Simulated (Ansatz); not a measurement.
# KSr3: the cost of one run

Program: Ansatz 0.2.0 through its Python package. Level of theory: DFT PBEsol, plane waves, PAW. These are calculated values, not measurements.

## 1. The system

KSr3 Fm-3m: The structure is cubic, space group Fm-3m (No. 225). The conventional cell has a = 9.791 Å, b = 9.791 Å, c = 9.791 Å, α = 90.00°, β = 90.00°, γ = 90.00°. K (site symmetry m-3m) has 8 Sr at 4.24 Å as nearest neighbours. Around Sr (site symmetry -43m) lie 4 K at 4.24 Å and 4 Sr at 4.24 Å. Sr (site symmetry m-3m) is surrounded by 8 Sr at 4.24 Å.

K Im-3m: Symmetry: Im-3m, No. 229, cubic system. Conventional cell: a = 5.225 Å, b = 5.225 Å, c = 5.225 Å, α = 90.00°, β = 90.00°, γ = 90.00°.

Sr Fm-3m: The structure is cubic, space group Fm-3m (No. 225). Conventional cell: a = 6.085 Å, b = 6.085 Å, c = 6.085 Å, α = 90.00°, β = 90.00°, γ = 90.00°. Sr (site symmetry m-3m) has 12 Sr at 4.30 Å as nearest neighbours.

The script holds or builds the structure itself.

## 2. Script

ksr3_formation.py

```python
"""Is KSr3 bound against its elements, after relaxing atoms and volume at fixed cell shape."""

from collections import Counter
from dataclasses import dataclass
import warnings

import ansatz as az
import numpy as np


@dataclass
class RunConfig:
    functional: str = "PBEsol"
    ecut: int = 500
    kspacing: float = 0.3
    smearing: str = "fermi_dirac"
    smearing_width: float = 0.05


cfg = RunConfig()

PHASES = {
    "KSr3": (
        [[0.0, 4.89533, 4.89533], [4.89533, 0.0, 4.89533], [4.89533, 4.89533, 0.0]],
        [
            ("K", [0.0, 0.0, 0.0]),
            ("Sr", [0.25, 0.25, 0.25]),
            ("Sr", [0.75, 0.75, 0.75]),
            ("Sr", [0.5, 0.5, 0.5]),
        ],
    ),
    "K": (
        [[-2.6125, 2.6125, 2.6125], [2.6125, -2.6125, 2.6125], [2.6125, 2.6125, -2.6125]],
        [
            ("K", [0.0, 0.0, 0.0]),
        ],
    ),
    "Sr": (
        [[0.0, 3.04235, 3.04235], [3.04235, 0.0, 3.04235], [3.04235, 3.04235, 0.0]],
        [
            ("Sr", [0.0, 0.0, 0.0]),
        ],
    ),
}


def build(vectors, sites):
    crystal = az.Crystal(lattice=az.Lattice.of(vectors))
    for symbol, position in sites:
        crystal = crystal.atom(symbol, position)
    return crystal


def run_phase(name, crystal):
    calc = (
        crystal.calculation()
        .functional(cfg.functional)
        .basis(cfg.ecut)  # plane waves up to this kinetic energy
        .kpoints(spacing=cfg.kspacing)  # sampling of the Brillouin zone
        .occupations(cfg.smearing, width=cfg.smearing_width)  # the run then minimises F = E - TS
        .stress()  # positive in compression
    )
    calc = calc.relax(force_tolerance=0.03, max_steps=60, fix_cell=["shape"])
    return calc.run(threads=1, backend="cpu")


def counts(outcome):
    return Counter(site.symbol for site in outcome.lattice.sites)

def formation_energy(outcome, mu):
    n = counts(outcome)
    return (outcome.report["energy_sigma0_ev"] - sum(k * mu[element] for element, k in n.items())) / sum(n.values())


def volume_per_atom(outcome):
    return abs(np.linalg.det(outcome.lattice.cell_ang)) / len(outcome.lattice.sites)

warnings.simplefilter("ignore", az.DeckWarning)

phases = {name: build(*cell) for name, cell in PHASES.items()}

done = {}
for name, crystal in phases.items():
    done[name] = run_phase(name, crystal)
    print(f"{name}: {done[name].report['energy_sigma0_ev']:.4f} eV, {len(done[name].lattice.sites)} atoms")

# chemical potentials of the elements at zero temperature
references = {"K": "K", "Sr": "Sr"}
mu = {element: done[name].report["energy_sigma0_ev"] / len(done[name].lattice.sites) for element, name in references.items()}

target = done["KSr3"]
heat = formation_energy(target, mu)
n = counts(target)
print("cell content:", dict(n), " volume", round(volume_per_atom(target), 3), "A^3/atom")
print("formation energy", round(heat, 4), "eV/atom,", round(heat * sum(n.values()), 4), "eV per cell")
print("bound against the elements" if heat < 0 else "unbound against the elements")
```

## 3. What the engine is handed

The package turns the script's settings into the engine's input (first run):

```yaml
crystal:
  lattice:
    - [0.0, 4.89533, 4.89533]
    - [4.89533, 0.0, 4.89533]
    - [4.89533, 4.89533, 0.0]
  atoms:
    - { symbol: K, position: [0.0, 0.0, 0.0] }
    - { symbol: Sr, position: [0.25, 0.25, 0.25] }
    - { symbol: Sr, position: [0.75, 0.75, 0.75] }
    - { symbol: Sr, position: [0.5, 0.5, 0.5] }
basis:
  ecutwfc: 500.0
kpoints:
  mp_grid:
    kspacing: 0.3
hamiltonian:
  xc: pbesol
scf:
  occupations:
    method: fermi_dirac
    width: 0.05
relax:
  f_tol: 0.03
  max_steps: 60
  cell:
    fix: [shape]
output:
  stress: true
```

## 4. Running it

Run with:

```bash
$ python ksr3_formation.py
```

What time and memory should one allow on 1 thread of Arm Neoverse N1, shared host?

About 33 s, with a peak of 0.55 GiB.
